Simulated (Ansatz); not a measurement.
# CH₃B₂F (SMILES BC=BF): single points off equilibrium

How do the functionals fare away from a minimum? The structure is a structure displaced at random from a GFN2-xTB minimum.

Computed with Ansatz 0.2.0, Gaussian basis. Level: single points in def2-TZVPP.

Cores are frozen in the correlated methods.

## 1. The starting structure

7 atoms, charge 0, spin multiplicity 1.

Atoms are counted from 1 here; the program's logs count them from 0.

Bond lengths: B1–C2 1.528 Å, B1–H5 1.173 Å, B1–H6 1.151 Å, C2–B3 1.417 Å, C2–H7 1.069 Å, B3–F4 1.286 Å. Angles: C2–B1–H5 121.9°, C2–B1–H6 118.8°, H5–B1–H6 119.3°, B1–C2–B3 116.3°, B1–C2–H7 118.3°, B3–C2–H7 125.3°, C2–B3–F4 172.3°.

Geometry (Å):

```mol
CH3B2F
  3D, bonds by distance, orders not assigned

  7  6  0  0  0  0  0  0  0  0999 V2000
    0.1401    0.2232   -1.0575 B   0  0
   -0.5830    0.0106    0.2713 C   0  0
    0.2279   -0.3411    1.3783 B   0  0
    1.0975   -0.6514    2.2735 F   0  0
    1.3034    0.1075   -1.1551 H   0  0
   -0.4772    0.5082   -1.9861 H   0  0
   -1.6457    0.1274    0.2954 H   0  0
  1  2  8  0
  1  5  8  0
  1  6  8  0
  2  3  8  0
  2  7  8  0
  3  4  8  0
M  END
```

## 2. CCSD(T)/def2-TZVPP

Contents of run/in.yaml:

```yaml
crystal:
  periodic: [false, false, false]
  atoms:
    - {symbol: B, position_ang: [0.140100, 0.223200, -1.057500]}
    - {symbol: C, position_ang: [-0.583000, 0.010600, 0.271300]}
    - {symbol: B, position_ang: [0.227900, -0.341100, 1.378300]}
    - {symbol: F, position_ang: [1.097500, -0.651400, 2.273500]}
    - {symbol: H, position_ang: [1.303400, 0.107500, -1.155100]}
    - {symbol: H, position_ang: [-0.477200, 0.508200, -1.986100]}
    - {symbol: H, position_ang: [-1.645700, 0.127400, 0.295400]}
basis:
  gaussian: {orbitals: def2-TZVPP}
correlation: {method: ccsd_t}
output: {forces: true}
```

No record of the launch command was kept for these runs.

## 3. PBE0-D4/def2-TZVPP

Changes to run/in.yaml since step 2:

```diff
@@ -12,3 +12,3 @@
   gaussian: {orbitals: def2-TZVPP}
-correlation: {method: ccsd_t}
-output: {forces: true}
+hamiltonian: {xc: pbe0, dispersion: d4}
+output: {forces: true, orbitals: {seedname: orbitals}}
```

## 4. wB97M-V/def2-TZVPP

Changes to run/in.yaml since step 3:

```diff
@@ -12,3 +12,3 @@
   gaussian: {orbitals: def2-TZVPP}
-hamiltonian: {xc: pbe0, dispersion: d4}
-output: {forces: true, orbitals: {seedname: orbitals}}
+hamiltonian: {xc: {name: wB97M-V}}
+output: {forces: true}
```

## 5. r2SCAN-D4/def2-TZVPP

Changes to run/in.yaml since step 4:

```diff
@@ -12,3 +12,3 @@
   gaussian: {orbitals: def2-TZVPP}
-hamiltonian: {xc: {name: wB97M-V}}
+hamiltonian: {xc: r2scan, dispersion: d4}
 output: {forces: true}
```

## 6. PBE-D4/def2-TZVPP

Changes to run/in.yaml since step 5:

```diff
@@ -12,3 +12,3 @@
   gaussian: {orbitals: def2-TZVPP}
-hamiltonian: {xc: r2scan, dispersion: d4}
+hamiltonian: {xc: pbe, dispersion: d4}
 output: {forces: true}
```

## 7. BHLYP-D4/def2-TZVPP

Changes to run/in.yaml since step 6:

```diff
@@ -12,3 +12,3 @@
   gaussian: {orbitals: def2-TZVPP}
-hamiltonian: {xc: pbe, dispersion: d4}
+hamiltonian: {xc: {name: BHLYP}, dispersion: d4}
 output: {forces: true}
```

## 8. revPBE-D4/def2-TZVPP

Changes to run/in.yaml since step 7:

```diff
@@ -12,3 +12,3 @@
   gaussian: {orbitals: def2-TZVPP}
-hamiltonian: {xc: {name: BHLYP}, dispersion: d4}
+hamiltonian: {xc: {name: revPBE}, dispersion: d4}
 output: {forces: true}
```

(Steps that only read results are left out.)

Before running it: what results should come out? Wanted: energy less free atoms, CCSD(T)/def2-TZVPP; RMS force component; RMS force error; HOMO and LUMO, PBE0-D4; T1 diagnostic.

The runs gave:

| quantity | value |
| --- | --- |
| energy less free atoms, CCSD(T)/def2-TZVPP | -28.327 eV |
| RMS force component | 0.480 to 0.580 eV/Å over the methods |
| RMS force error | PBE0-D4 0.134, wB97M-V 0.123, r2SCAN-D4 0.100, PBE-D4 0.149, BHLYP-D4 0.239, revPBE-D4 0.178 eV/Å |
| HOMO and LUMO, PBE0-D4 | -7.44 and -0.96 eV |
| T1 diagnostic | 0.015 |

What this shows: Against CCSD(T) the functionals' energies less atoms differ by -1.721 to -0.184 eV, PBE-D4 by -1.721 eV. The reference is not at the basis limit: in triple zeta CCSD(T) underbinds, which counts against methods that bind more; the gaps are no ranking. The forces of r2SCAN-D4 come nearest to CCSD(T), those of BHLYP-D4 are farthest. Frozen-core CCSD(T) forces in triple zeta carry basis errors of their own, and this is one geometry, so small gaps rank nothing.
